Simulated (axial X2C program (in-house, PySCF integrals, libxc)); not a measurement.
# A two-component session on SnBr⁺: properties at the nuclei

Wanted for SnBr⁺: properties at the nuclei, at the two-component level.

Method: two-component X2C with atomic mean-field terms, Sn dyall-cv3z, Br dyall-cv3z; program: an in-house X2C program for linear molecules on PySCF integrals.

All values are calculated.

## Step 1: Input

task.json

```json
{
 "zs": [
  50,
  35
 ],
 "q": 1,
 "bas": [
  "dyall-cv3z",
  "dyall-cv3z"
 ],
 "r0": 2.54,
 "levels": [
  "PBE0",
  "HF",
  "r2SCAN",
  "PBE",
  "PBE50"
 ],
 "nst": 3
}
```

Keys: zs atomic numbers; q charge; bas basis sets; r0 starting distance in Å; levels methods (HF also brings MP2); nst determinants followed.

Command:

```sh
python soeom.py task.json out
```

Further steps of the session: Expectation values, lowest determinant.

What does the calculation give? Wanted: lowest determinant; qzz Sn; qzz Br.

**Answer**, as computed:

| quantity | value |
| --- | --- |
| lowest determinant | Ω = 0 (closed shell) |
| qzz Sn (a.u.), PBE0 | -6.15 |
| qzz Br (a.u.), PBE0 | 2.42 |

The expectation values come from single determinants, which for open shells can mix terms of unlike spin or miss the lowest Ω, so a determinant need not be a state. qzz is the electric field gradient, eQq0 = 234.96 MHz × Q/barn × qzz. The operators were transformed with the bare-nucleus X2C matrices.
